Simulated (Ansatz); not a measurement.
# C3H4BF: a ladder of functionals and wavefunction methods

Aim: compute C3H4BF with functionals from several rungs and with coupled cluster. The yardstick is the atomisation energy at the CCSD(T) limit.

Program: Ansatz 0.2.0, Gaussian basis. Level of theory: functionals in def2-TZVPP, the program's frozen cores in correlated methods. These are calculated values, not measurements.

The runs, in order: LDA (SPW92), PBE-D4, revPBE-D4, BLYP-D4, r2SCAN-D4, B97M-V, PBE0-D4, B3LYP-D4, r2SCANh-D4, r2SCAN0-D4, HSE06-D4, BHLYP-D4, CAM-B3LYP-D4, LC-ωPBE, ωB97X-V, ωB97M-V, B2PLYP, PBE-QIDH; CCSD(T)/def2-SVP; CCSD(T)/def2-TZVPP; MP2/def2-QZVPP; extrapolation to the limit; RPA on PBE.

## Step 1: The relaxed structure

An earlier PBE0-D4 in a triple-zeta def2 set relaxation fixed the geometry.

9 atoms, charge 0, spin multiplicity 1.

Atoms are counted from 1 here; the program's logs count them from 0.

Bond lengths: B1–C2 1.499 Å, B1–H6 1.195 Å, B1–H7 1.194 Å, C2–C3 1.310 Å, C2–C4 1.516 Å, C3–C4 1.428 Å, C3–H8 1.078 Å, C4–F5 1.377 Å, C4–H9 1.086 Å. Angles: C2–B1–H6 120.3°, C2–B1–H7 119.3°, H6–B1–H7 120.4°, B1–C2–C3 163.2°, B1–C2–C4 136.5°, C3–C2–C4 60.2°, C2–C3–C4 67.1°, C2–C3–H8 144.9°, C4–C3–H8 146.8°, C2–C4–C3 52.7°, C2–C4–F5 118.5°, C2–C4–H9 121.0°, C3–C4–F5 119.4°, C3–C4–H9 126.0°, F5–C4–H9 109.0°.

## Step 2: LDA

This LDA is Slater exchange with PW92 correlation.

File in.yaml:

```yaml
crystal:
  periodic: [false, false, false]
  atoms:
    - {symbol: B, position_ang: [-0.487908, 1.180134, -1.057056]}
    - {symbol: C, position_ang: [-0.291296, -0.033190, -0.199630]}
    - {symbol: C, position_ang: [-0.374056, -1.239195, 0.304649]}
    - {symbol: C, position_ang: [0.624628, -0.439375, 0.938156]}
    - {symbol: F, position_ang: [1.953649, -0.672694, 0.661931]}
    - {symbol: H, position_ang: [-1.452026, 1.870598, -0.911909]}
    - {symbol: H, position_ang: [0.360637, 1.485631, -1.838881]}
    - {symbol: H, position_ang: [-0.788128, -2.224977, 0.169772]}
    - {symbol: H, position_ang: [0.543202, 0.026767, 1.915768]}
basis:
  gaussian: {orbitals: def2-TZVPP}
hamiltonian: {xc: lda}
output: {orbitals: {seedname: orbitals}}
```

Started as:

```bash
$ ansatz run in.yaml --threads 2 --pin off --events-out ev --progress --plain --max-ram 4352MiB
```

Further steps of the session: PBE-D4 (GGA); revPBE-D4 (GGA); BLYP-D4 (GGA); r2SCAN-D4 (meta-GGA); B97M-V (meta-GGA); PBE0-D4 (hybrid); B3LYP-D4 (hybrid); r2SCANh-D4 (hybrid); r2SCAN0-D4 (hybrid); HSE06-D4 (hybrid); BHLYP-D4 (hybrid); CAM-B3LYP-D4 (range-separated); LC-ωPBE (range-separated); ωB97X-V (range-separated); ωB97M-V (range-separated); B2PLYP (double hybrid); PBE-QIDH (double hybrid); CCSD(T) in def2-SVP; CCSD(T) in def2-TZVPP; MP2 in def2-QZVPP; RPA on PBE orbitals.

Before running them: what should the planned runs give, taken together? Wanted: atomisation energy, CCSD(T)/CBS; farthest beyond LDA; mean size of error, GGA; mean size of error, meta-GGA; mean size of error, hybrid; mean size of error, range-separated; mean size of error, double hybrid; gap, smallest and largest; T1 diagnostic.

As calculated:

| quantity | value |
| --- | --- |
| atomisation energy, CCSD(T)/CBS | 37.823 eV |
| functionals within 0.189 eV (0.5 %) | r2SCAN0-D4, B2PLYP |
| farthest beyond LDA | PBE-D4 (+1.761 eV) |
| mean size of error, GGA | 0.947 eV |
| mean size of error, meta-GGA | 0.587 eV |
| mean size of error, hybrid | 0.579 eV |
| mean size of error, range-separated | 0.440 eV |
| mean size of error, double hybrid | 0.167 eV |
| gap, smallest and largest | 4.00 eV (LDA (SPW92)), 11.22 eV (LC-ωPBE) |
| T1 diagnostic | 0.0127 |
| triples share of the correlation energy | 4.1 % |

**Reading.** LDA overbinds by 6.607 eV (17 %). PBE-D4 misses by +1.761 eV. Double hybrids carry the basis error of their MP2 part in triple zeta, and no dispersion term here, so their miss is partly the set-up's. Taken by rung, double hybrid functionals do best (0.167 eV on average) and GGA ones worst beyond LDA (0.947 eV). The reference freezes the cores and leaves out relativity and excitations past (T), so misses under about 0.189 eV can't be ranked. Hartree-Fock recovers 74 % of the binding; the rest is correlation. CCSD(T) in def2-SVP is off by -1.468 eV, more than most functionals: a good method in a small basis is no reference. Orbital gaps span 4.0 to 11.2 eV; exact exchange widens them.
